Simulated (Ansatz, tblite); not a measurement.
# The cluster Cu₆P−: one state, many levels

How do method and basis change the picture of the cluster Cu₆P− (singlet)?

The runs use Ansatz 0.2.0, Gaussian basis; as each input shows.

Plan: GFN1-xTB, GFN2-xTB, PBE-D4/def2-TZVPD, r2SCAN-D4/def2-TZVPD, LC-ωPBE/def2-TZVPD, B3LYP-D4/def2-TZVPD, LDA/def2-TZVPD, HF/STO-3G, MP2/def2-SVPD, RPA/def2-SVPD.

4 further runs of the same task are left out: 4 set aside as unsound or not needed.

## 1. The geometry

The geometry is that of the singlet, from an earlier relaxation (PBE0-D4/def2-SVPD). At that level it is the lowest of the isomers that a small search found.

7 atoms, charge -1, spin multiplicity 1.

Bond lengths: P1–Cu2 2.223 Å, P1–Cu3 2.377 Å, P1–Cu7 2.223 Å, Cu2–Cu4 2.439 Å, Cu2–Cu6 2.485 Å, Cu3–Cu4 2.674 Å, Cu3–Cu5 2.673 Å, Cu3–Cu6 2.482 Å, Cu4–Cu6 2.359 Å, Cu5–Cu6 2.358 Å, Cu5–Cu7 2.439 Å, Cu6–Cu7 2.484 Å. Angles: Cu2–P1–Cu3 63.2°, Cu2–P1–Cu7 79.3°, Cu3–P1–Cu7 63.2°, P1–Cu2–Cu4 127.4°, P1–Cu2–Cu6 102.7°, Cu4–Cu2–Cu6 57.2°, P1–Cu3–Cu4 111.6°, P1–Cu3–Cu5 111.6°, P1–Cu3–Cu6 98.4°, Cu4–Cu3–Cu5 98.9°, Cu4–Cu3–Cu6 54.3°, Cu5–Cu3–Cu6 54.3°, Cu2–Cu4–Cu3 56.1°, Cu2–Cu4–Cu6 62.4°, Cu3–Cu4–Cu6 58.7°, Cu3–Cu5–Cu6 58.7°, Cu3–Cu5–Cu7 56.1°, Cu6–Cu5–Cu7 62.3° and more.

No spin-orbit coupling is included. The ion is computed in the gas phase, without counter-ions or solvent.

PBE0-D4/def2-TZVPD was run before; its log isn't repeated, and its numbers join the tables.

## 2. GFN1-xTB

Tight binding, by tblite at 300 K electronic temperature and without a spin-polarisation term:

```python
tblite.interface.Calculator('GFN1-xTB', numbers, positions, charge=-1, uhf=0).singlepoint()
```

Energy -817.8428 eV, HOMO -6.29 eV, LUMO -5.35 eV; 0.011 s.

## 3. GFN2-xTB

Tight binding, by tblite at 300 K electronic temperature and without a spin-polarisation term:

```python
tblite.interface.Calculator('GFN2-xTB', numbers, positions, charge=-1, uhf=0).singlepoint()
```

Energy -709.1574 eV, HOMO -4.05 eV, LUMO -2.22 eV; 0.011 s.

## 4. PBE-D4/def2-TZVPD

start.molden holds the orbitals of an earlier run on this state, given as this run's starting guess.

File in.yaml:

```yaml
crystal:
  periodic: [false, false, false]
  atoms:
    - {symbol: P, position_ang: [1.800631, -0.059866, -1.415053]}
    - {symbol: Cu, position_ang: [0.467220, 1.543776, -0.645338]}
    - {symbol: Cu, position_ang: [-0.440394, -0.677001, -0.919015]}
    - {symbol: Cu, position_ang: [-1.957014, 1.461228, -0.392802]}
    - {symbol: Cu, position_ang: [-0.622242, -1.906675, 1.447562]}
    - {symbol: Cu, position_ang: [-0.646938, 0.445398, 1.284796]}
    - {symbol: Cu, position_ang: [1.398747, -0.806839, 0.639850]}
basis:
  gaussian: {orbitals: def2-TZVPD, initial_orbitals: start.molden}
total_charge: -1
hamiltonian: {xc: pbe, dispersion: d4}
scf: {omitted_lower_state_checks: [starts]}
output: {forces: true, orbitals: {seedname: orbitals}}
```

The run is started by

```
$ ansatz run in.yaml --threads 4 --pin off --events-out ev --progress --plain --max-ram 4787MiB
```

Further steps of the session: r2SCAN-D4/def2-TZVPD; LC-ωPBE/def2-TZVPD; B3LYP-D4/def2-TZVPD; LDA/def2-TZVPD; HF/STO-3G; MP2/def2-SVPD; RPA/def2-SVPD.

Q: Predict the results of all the runs planned. Wanted: gap in def2-TZVPD, named functionals, smallest and largest; correlation energy, MP2/def2-SVPD.

The runs gave:

| quantity | value |
| --- | --- |
| gap in def2-TZVPD, named functionals, smallest and largest | 0.98 eV (PBE-D4), 5.69 eV (LC-ωPBE) |
| correlation energy, MP2/def2-SVPD | -59.51 eV |

Over the named functionals in def2-TZVPD the gap runs from 0.98 eV (PBE-D4) to 5.69 eV (LC-ωPBE); exact exchange widens it.
